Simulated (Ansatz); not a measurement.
# BCl3F6S (SMILES ClB(Cl)Cl.FS(F)(F)(F)(F)F): a short trajectory

Aim: follow the atoms for 40 steps of 0.5 fs at constant energy, with velocities drawn for 700 K.

The runs use Ansatz 0.2.0, Gaussian basis; SPW92/def2-SVP.

## (1) The system as given

The start, a pair relaxed at PBE0-D4: SMILES `ClB(Cl)Cl.FS(F)(F)(F)(F)F`, 11 atoms, charge 0, spin multiplicity 1.

Atoms are counted from 1 here; the program's logs count them from 0.

Bond lengths: Cl1–B2 1.737 Å, B2–Cl3 1.737 Å, B2–Cl4 1.737 Å, F5–S6 1.564 Å, S6–F7 1.565 Å, S6–F8 1.564 Å, S6–F9 1.569 Å, S6–F10 1.565 Å, S6–F11 1.565 Å. Angles: Cl1–B2–Cl3 120.0°, Cl1–B2–Cl4 120.0°, Cl3–B2–Cl4 120.0°, F5–S6–F7 90.1°, F5–S6–F8 90.1°, F5–S6–F9 180.0°, F5–S6–F10 90.1°, F5–S6–F11 90.1°, F7–S6–F8 179.8°, F7–S6–F9 90.0°, F7–S6–F10 90.0°, F7–S6–F11 90.0°, F8–S6–F9 89.9°, F8–S6–F10 90.0°, F8–S6–F11 90.0°, F9–S6–F10 89.9°, F9–S6–F11 89.9°, F10–S6–F11 179.8°.

As a file:

```xyz
11
charge 0, multiplicity 1
Cl    1.6835   -0.2173   -3.1240
B     0.0145    0.0447   -2.7212
Cl   -1.0853   -1.2984   -2.6592
Cl   -0.5555    1.6506   -2.3834
F    -0.8523    0.3598    2.8174
S    -0.0094   -0.0250    1.5571
F    -1.3124   -0.0525    0.6914
F     1.2961    0.0009    2.4189
F     0.8369   -0.4113    0.2934
F    -0.1992   -1.5420    1.8898
F     0.1830    1.4905    1.2197
```

## (2) The run

md/in.yaml

```yaml
crystal:
  periodic: [false, false, false]
  atoms:
    - {symbol: Cl, position_ang: [1.683522, -0.217283, -3.123983]}
    - {symbol: B, position_ang: [0.014528, 0.044663, -2.721160]}
    - {symbol: Cl, position_ang: [-1.085320, -1.298396, -2.659237]}
    - {symbol: Cl, position_ang: [-0.555474, 1.650647, -2.383420]}
    - {symbol: F, position_ang: [-0.852278, 0.359781, 2.817420]}
    - {symbol: S, position_ang: [-0.009428, -0.025040, 1.557112]}
    - {symbol: F, position_ang: [-1.312386, -0.052541, 0.691419]}
    - {symbol: F, position_ang: [1.296067, 0.000886, 2.418854]}
    - {symbol: F, position_ang: [0.836897, -0.411289, 0.293430]}
    - {symbol: F, position_ang: [-0.199193, -1.541961, 1.889752]}
    - {symbol: F, position_ang: [0.182966, 1.490537, 1.219712]}
basis:
  gaussian: {orbitals: def2-SVP}
hamiltonian: {xc: lda}
md: {n_steps: 40, timestep: 0.5, temperature: 700, ensemble: nve, seed: 189, initial_velocities: maxwell_boltzmann}
```

Command:

```
$ ansatz run in.yaml --threads 11 --pin off --events-out ev --progress --plain --max-ram 120832MiB --backend cuda --devices 0, --max-vram 75GiB
```

**Question.** What will these runs give? Wanted: temperature at the start; mean temperature, second half; lowest and highest potential energy, from the first frame; largest change of potential + kinetic.

The runs gave:

```
                                                 quantity              value
                                                   length  40 steps, 20.0 fs
                                 temperature at the start              700 K
                            mean temperature, second half              440 K
lowest and highest potential energy, from the first frame     -5 and 345 meV
                    largest change of potential + kinetic            0.6 meV
```

What this shows: With no thermostat the total energy should stay fixed; it holds within 0.6 meV, small beside the kinetic energy, so the time step serves. The temperature runs between 403 and 704 K. The molecule keeps its bonds.
